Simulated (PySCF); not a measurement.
**A gas-phase reaction: CH6SSi + ClCu → CH5CuSSi + ClH**

What reaction energy should one expect for `C[SiH2]S` + `[Cl][Cu]` → `C[SiH2][S][Cu]` + `Cl`?

Programs: PySCF 2.14.0. All values are calculated, for the isolated system unless a continuum is named. Atoms count from 0, parts from 1.

## Step 1: The system as given

Each species was relaxed by itself at PBE0-D3(BJ)/def2-SVPD.

## Step 2: Energies of the species: wB97M-D3(BJ)/def2-TZVPD

What the job is given:

```
{"job": {"kind": "react", "xc": "wB97M-D3(BJ)", "basis": "def2-TZVPD"}, "charge": 0, "multiplicity": 1}
-1 CH6SSi charge 0 multiplicity 1
C      0.235610    -1.242040    -0.516930
Si    -0.421140     0.427420     0.012680
S      1.159590     1.365620     1.151310
H     -0.514970    -1.773070    -1.120930
H      1.147050    -1.131700    -1.122130
H      0.475380    -1.864630     0.357170
H     -1.642720     0.285790     0.860520
H     -0.767440     1.274410    -1.167880
H      0.473730     2.500120     1.413920

-1 ClCu charge 0 multiplicity 1
Cl    -0.144430    -0.026570     1.036940
Cu     0.143210     0.026540    -1.035900

+1 CH5CuSSi charge 0 multiplicity 1
C      0.739130     0.568300     0.609960
Si     0.000600    -0.381340    -0.842740
S     -1.609710    -1.658590    -0.253310
Cu    -2.429970    -0.203560     1.074350
H      1.091460    -0.128090     1.384780
H     -0.010700     1.235290     1.067440
H      1.587950     1.192310     0.289120
H     -0.434910     0.613340    -1.874200
H      1.064220    -1.237470    -1.454940

+1 ClH charge 0 multiplicity 1
Cl     0.644650    -0.005210     0.007700
H     -0.643430     0.006380    -0.007530
```

Method: wB97M-D3(BJ)/def2-TZVPD reaction energy of separated species, gas phase.

Launch:

```
OMP_NUM_THREADS=1 python cluster_run.py task.json out
```

This one command runs all jobs of the session in turn.

Log:

```text
species 1 (CH6SSi)
coarse grid: 32744 points
cycle   1  E = -729.5352120432  dE = -3.378e-02  |g| = 2.913e-01  |ddm| = 2.199e+00
cycle   2  E = -729.5532143167  dE = -1.800e-02  |g| = 1.958e-01  |ddm| = 5.427e-01
cycle   3  E = -729.5625422558  dE = -9.328e-03  |g| = 2.291e-02  |ddm| = 1.987e-01
cycle   4  E = -729.5627204254  dE = -1.782e-04  |g| = 6.698e-03  |ddm| = 3.842e-02
cycle   5  E = -729.5627400870  dE = -1.966e-05  |g| = 2.815e-03  |ddm| = 1.231e-02
cycle   6  E = -729.5627428234  dE = -2.736e-06  |g| = 6.607e-04  |ddm| = 4.126e-03
final grid: 67112 points
cycle   7  E = -729.5627101734  dE = -2.130e-07  |g| = 4.784e-04  |ddm| = 4.098e-03
cycle   8  E = -729.5627102119  dE = -3.852e-08  |g| = 3.646e-04  |ddm| = 7.902e-04
cycle   9  E = -729.5627102446  dE = -3.264e-08  |g| = 3.822e-05  |ddm| = 2.681e-04
cycle  10  E = -729.5627102462  dE = -1.581e-09  |g| = 1.052e-05  |ddm| = 1.391e-04
cycle  11  E = -729.5627102462  dE = -3.502e-11  |g| = 1.718e-06  |ddm| = 1.777e-05
converged SCF energy = -729.5627102462

species 2 (ClCu)
coarse grid: 13760 points
cycle   1  E = -2100.4540640044  dE = -4.573e-02  |g| = 2.173e+00  |ddm| = 1.233e+00
cycle   2  E = -2099.7268419768  dE =  7.272e-01  |g| = 3.860e+00  |ddm| = 1.895e+00
cycle   3  E = -2100.8492230580  dE = -1.122e+00  |g| = 2.232e-01  |ddm| = 1.100e+00
cycle   4  E = -2100.8551797830  dE = -5.957e-03  |g| = 3.990e-02  |ddm| = 1.642e-01
cycle   5  E = -2100.8555015672  dE = -3.218e-04  |g| = 1.236e-02  |ddm| = 3.142e-02
cycle   6  E = -2100.8555686878  dE = -6.712e-05  |g| = 3.666e-03  |ddm| = 1.889e-02
cycle   7  E = -2100.8555887506  dE = -2.006e-05  |g| = 1.616e-03  |ddm| = 1.376e-02
cycle   8  E = -2100.8555912885  dE = -2.538e-06  |g| = 8.245e-04  |ddm| = 4.355e-03
final grid: 24784 points
cycle   9  E = -2100.8555144375  dE = -5.730e-07  |g| = 1.208e-03  |ddm| = 1.968e-03
cycle  10  E = -2100.8555143410  dE =  9.652e-08  |g| = 2.704e-03  |ddm| = 1.554e-03
cycle  11  E = -2100.8555148906  dE = -5.496e-07  |g| = 3.025e-04  |ddm| = 6.502e-04
cycle  12  E = -2100.8555150810  dE = -1.904e-07  |g| = 1.212e-04  |ddm| = 1.578e-03
cycle  13  E = -2100.8555151110  dE = -3.006e-08  |g| = 1.209e-05  |ddm| = 8.340e-04
cycle  14  E = -2100.8555151113  dE = -2.037e-10  |g| = 2.370e-06  |ddm| = 5.512e-05
converged SCF energy = -2100.8555151113

species 3 (CH5CuSSi)
coarse grid: 37712 points
cycle   1  E = -2369.0890029452  dE =  1.435e-01  |g| = 2.285e+00  |ddm| = 2.526e+00
cycle   2  E = -2368.2619979360  dE =  8.270e-01  |g| = 4.069e+00  |ddm| = 2.856e+00
cycle   3  E = -2369.5330777746  dE = -1.271e+00  |g| = 2.368e-01  |ddm| = 1.757e+00
cycle   4  E = -2369.5402921566  dE = -7.214e-03  |g| = 4.775e-02  |ddm| = 2.754e-01
cycle   5  E = -2369.5407937566  dE = -5.016e-04  |g| = 1.595e-02  |ddm| = 5.235e-02
cycle   6  E = -2369.5408877585  dE = -9.400e-05  |g| = 4.598e-03  |ddm| = 2.656e-02
cycle   7  E = -2369.5409110939  dE = -2.334e-05  |g| = 1.918e-03  |ddm| = 1.684e-02
cycle   8  E = -2369.5409149440  dE = -3.850e-06  |g| = 8.290e-04  |ddm| = 6.534e-03
final grid: 74784 points
cycle   9  E = -2369.5408337164  dE = -8.244e-07  |g| = 8.578e-04  |ddm| = 4.213e-03
cycle  10  E = -2369.5408339182  dE = -2.018e-07  |g| = 1.696e-03  |ddm| = 1.732e-03
cycle  11  E = -2369.5408341707  dE = -2.524e-07  |g| = 2.831e-04  |ddm| = 5.808e-04
cycle  12  E = -2369.5408342846  dE = -1.139e-07  |g| = 2.543e-04  |ddm| = 7.732e-04
cycle  13  E = -2369.5408344001  dE = -1.155e-07  |g| = 3.935e-05  |ddm| = 1.711e-03
cycle  14  E = -2369.5408344017  dE = -1.557e-09  |g| = 1.723e-05  |ddm| = 1.465e-04
cycle  15  E = -2369.5408344020  dE = -2.919e-10  |g| = 4.445e-06  |ddm| = 6.242e-05
converged SCF energy = -2369.5408344020

species 4 (ClH)
coarse grid: 8792 points
cycle   1  E = -460.8503330422  dE = -8.165e-02  |g| = 2.169e-01  |ddm| = 7.239e-01
cycle   2  E = -460.8625126555  dE = -1.218e-02  |g| = 1.397e-01  |ddm| = 2.651e-01
cycle   3  E = -460.8670521260  dE = -4.539e-03  |g| = 1.358e-02  |ddm| = 9.818e-02
cycle   4  E = -460.8670932094  dE = -4.108e-05  |g| = 3.364e-03  |ddm| = 9.545e-03
cycle   5  E = -460.8670994579  dE = -6.249e-06  |g| = 8.516e-04  |ddm| = 3.915e-03
final grid: 17120 points
cycle   6  E = -460.8670681625  dE = -3.715e-07  |g| = 3.676e-04  |ddm| = 8.890e-04
cycle   7  E = -460.8670682088  dE = -4.627e-08  |g| = 1.618e-04  |ddm| = 3.981e-04
cycle   8  E = -460.8670682154  dE = -6.571e-09  |g| = 4.220e-05  |ddm| = 1.295e-04
cycle   9  E = -460.8670682167  dE = -1.317e-09  |g| = 3.971e-06  |ddm| = 6.531e-05
cycle  10  E = -460.8670682167  dE = -5.116e-12  |g| = 8.165e-07  |ddm| = 3.311e-06
converged SCF energy = -460.8670682167

Reaction energy = 5.620 kcal/mol
```

Run time: 62 s. Hardware: 1 thread of Arm Neoverse N1, shared host; peak memory 0.8 GiB.

Species by species (with the dispersion term, which the log's SCF energies lack):

```
 ν         species  energy (Eh)  HOMO (eV)
-1        C[SiH2]S   -729.57172      -9.59
-1        [Cl][Cu]  -2100.85649      -9.90
+1  C[SiH2][S][Cu]  -2369.55164      -8.63
+1              Cl   -460.86761     -11.93
```

## Step 3: Energies of the species: PBE0-D3(BJ)/def2-TZVPD

The job, as its differences from that of step 2:

```diff
@@ -1,2 +1,2 @@
-{"job": {"kind": "react", "xc": "wB97M-D3(BJ)", "basis": "def2-TZVPD"}, "charge": 0, "multiplicity": 1}
+{"job": {"kind": "react", "xc": "PBE0", "basis": "def2-TZVPD", "disp": "d3bj"}, "charge": 0, "multiplicity": 1}
 -1 CH6SSi charge 0 multiplicity 1
```

Method: PBE0-D3(BJ)/def2-TZVPD reaction energy of separated species, gas phase.

Log:

```text
species 1 (CH6SSi)
coarse grid: 8056 points
cycle   1  E = -729.1290478142  dE = -6.142e-02  |g| = 3.481e-01  |ddm| = 2.252e+00
cycle   2  E = -729.1209310182  dE =  8.117e-03  |g| = 3.868e-01  |ddm| = 6.220e-01
cycle   3  E = -729.1603342613  dE = -3.940e-02  |g| = 2.877e-02  |ddm| = 3.059e-01
cycle   4  E = -729.1605244708  dE = -1.902e-04  |g| = 8.587e-03  |ddm| = 3.236e-02
cycle   5  E = -729.1605426200  dE = -1.815e-05  |g| = 2.606e-03  |ddm| = 1.000e-02
cycle   6  E = -729.1605441264  dE = -1.506e-06  |g| = 6.927e-04  |ddm| = 2.992e-03
final grid: 67112 points
cycle   7  E = -729.1583086251  dE = -2.169e-05  |g| = 6.126e-03  |ddm| = 8.246e-02
cycle   8  E = -729.1583062550  dE =  2.370e-06  |g| = 6.404e-03  |ddm| = 9.590e-03
cycle   9  E = -729.1583158556  dE = -9.601e-06  |g| = 5.403e-04  |ddm| = 5.139e-03
cycle  10  E = -729.1583159285  dE = -7.296e-08  |g| = 1.043e-04  |ddm| = 4.318e-04
cycle  11  E = -729.1583159314  dE = -2.883e-09  |g| = 3.330e-05  |ddm| = 1.231e-04
cycle  12  E = -729.1583159318  dE = -3.447e-10  |g| = 6.004e-06  |ddm| = 3.479e-05
converged SCF energy = -729.1583159318

species 2 (ClCu)
coarse grid: 13760 points
cycle   1  E = -2099.1358703202  dE =  8.592e-01  |g| = 3.651e+00  |ddm| = 1.548e+00
cycle   2  E = -2094.6167879324  dE =  4.519e+00  |g| = 7.133e+00  |ddm| = 5.289e+00
cycle   3  E = -2100.1987460477  dE = -5.582e+00  |g| = 1.213e+00  |ddm| = 4.901e+00
cycle   4  E = -2100.1213510227  dE =  7.740e-02  |g| = 9.267e-01  |ddm| = 1.549e+00
cycle   5  E = -2100.3753001890  dE = -2.539e-01  |g| = 6.240e-02  |ddm| = 1.065e+00
cycle   6  E = -2100.3759346902  dE = -6.345e-04  |g| = 1.871e-02  |ddm| = 5.248e-02
cycle   7  E = -2100.3760138380  dE = -7.915e-05  |g| = 6.889e-03  |ddm| = 2.009e-02
cycle   8  E = -2100.3760282462  dE = -1.441e-05  |g| = 2.443e-03  |ddm| = 8.316e-03
cycle   9  E = -2100.3760300117  dE = -1.765e-06  |g| = 1.409e-03  |ddm| = 4.290e-03
final grid: 24784 points
cycle  10  E = -2100.3760349576  dE =  8.734e-07  |g| = 3.757e-03  |ddm| = 1.818e-03
cycle  11  E = -2100.3760275042  dE =  7.453e-06  |g| = 1.051e-02  |ddm| = 3.952e-03
cycle  12  E = -2100.3760361091  dE = -8.605e-06  |g| = 1.282e-04  |ddm| = 2.788e-03
cycle  13  E = -2100.3760361124  dE = -3.272e-09  |g| = 5.967e-05  |ddm| = 1.637e-04
cycle  14  E = -2100.3760361137  dE = -1.276e-09  |g| = 7.094e-06  |ddm| = 1.336e-04
cycle  15  E = -2100.3760361137  dE = -3.638e-12  |g| = 7.881e-07  |ddm| = 1.441e-05
converged SCF energy = -2100.3760361137

species 3 (CH5CuSSi)
coarse grid: 37712 points
cycle   1  E = -2367.4182895698  dE =  1.108e+00  |g| = 3.926e+00  |ddm| = 2.901e+00
cycle   2  E = -2361.8408019832  dE =  5.577e+00  |g| = 7.668e+00  |ddm| = 1.093e+01
cycle   3  E = -2368.6771865336  dE = -6.836e+00  |g| = 1.231e+00  |ddm| = 1.040e+01
cycle   4  E = -2368.3831849474  dE =  2.940e-01  |g| = 1.157e+00  |ddm| = 2.246e+00
cycle   5  E = -2368.8567059165  dE = -4.735e-01  |g| = 1.253e-01  |ddm| = 1.719e+00
cycle   6  E = -2368.8580663696  dE = -1.360e-03  |g| = 9.790e-02  |ddm| = 1.988e-01
cycle   7  E = -2368.8606599822  dE = -2.594e-03  |g| = 2.081e-02  |ddm| = 8.586e-02
cycle   8  E = -2368.8607177849  dE = -5.780e-05  |g| = 4.735e-03  |ddm| = 1.729e-02
cycle   9  E = -2368.8607228349  dE = -5.050e-06  |g| = 1.543e-03  |ddm| = 6.408e-03
final grid: 74784 points
cycle  10  E = -2368.8607352016  dE =  8.402e-08  |g| = 1.872e-03  |ddm| = 7.279e-03
cycle  11  E = -2368.8607338379  dE =  1.364e-06  |g| = 2.833e-03  |ddm| = 6.155e-03
cycle  12  E = -2368.8607363851  dE = -2.547e-06  |g| = 5.827e-04  |ddm| = 3.536e-03
cycle  13  E = -2368.8607364143  dE = -2.921e-08  |g| = 1.235e-04  |ddm| = 2.756e-04
cycle  14  E = -2368.8607364182  dE = -3.932e-09  |g| = 8.563e-05  |ddm| = 1.757e-04
cycle  15  E = -2368.8607364201  dE = -1.892e-09  |g| = 2.022e-05  |ddm| = 1.667e-04
cycle  16  E = -2368.8607364202  dE = -1.010e-10  |g| = 3.901e-06  |ddm| = 3.908e-05
converged SCF energy = -2368.8607364202

species 4 (ClH)
coarse grid: 2248 points
cycle   1  E = -460.6537835931  dE = -4.644e-02  |g| = 1.882e-01  |ddm| = 7.411e-01
cycle   2  E = -460.6558522990  dE = -2.069e-03  |g| = 1.902e-01  |ddm| = 3.151e-01
cycle   3  E = -460.6653812846  dE = -9.529e-03  |g| = 1.506e-02  |ddm| = 1.513e-01
cycle   4  E = -460.6654033419  dE = -2.206e-05  |g| = 2.693e-03  |ddm| = 7.323e-03
cycle   5  E = -460.6654048897  dE = -1.548e-06  |g| = 1.111e-03  |ddm| = 2.553e-03
final grid: 17120 points
cycle   6  E = -460.6658902789  dE = -4.429e-06  |g| = 2.164e-03  |ddm| = 7.336e-03
cycle   7  E = -460.6658903084  dE = -2.947e-08  |g| = 1.795e-03  |ddm| = 2.512e-03
cycle   8  E = -460.6658909261  dE = -6.178e-07  |g| = 1.533e-04  |ddm| = 1.363e-03
cycle   9  E = -460.6658909330  dE = -6.905e-09  |g| = 2.147e-05  |ddm| = 1.086e-04
cycle  10  E = -460.6658909331  dE = -1.006e-10  |g| = 4.934e-06  |ddm| = 1.681e-05
converged SCF energy = -460.6658909331

Reaction energy = 3.789 kcal/mol
```

Wall time 34 s (1 thread of Arm Neoverse N1, shared host); peak memory 0.71 GiB.

Reaction energy at this level: 3.79 kcal/mol.

## Step 4: Comparing the runs

Energies in kcal/mol, with wall time:

```csv
run,reaction,time
wB97M-D3(BJ)/def2-TZVPD,5.62,62 s
PBE0-D3(BJ)/def2-TZVPD,3.79,34 s
```

## Step 5: Results

```
                                                quantity                  value
               reaction energy (wB97M-D3(BJ)/def2-TZVPD)          5.62 kcal/mol
                     ΔH, ΔG at 298 K (xTB thermal terms)    +4.6, +5.7 kcal/mol
range of the reaction energy over the runs of this table  3.79 to 5.62 kcal/mol
```

What this shows: The reaction is endothermic by 4.6 kcal/mol in the gas phase; dispersion gives -0.86, and xTB itself gave 9.52 for the electronic energy (xTB energies and thermal terms come from the earlier relaxation of each species, not shown). No barrier was sought. The reaction energy runs from 3.79 (PBE0-D3(BJ)/def2-TZVPD) to 5.62 kcal/mol (wB97M-D3(BJ)/def2-TZVPD).
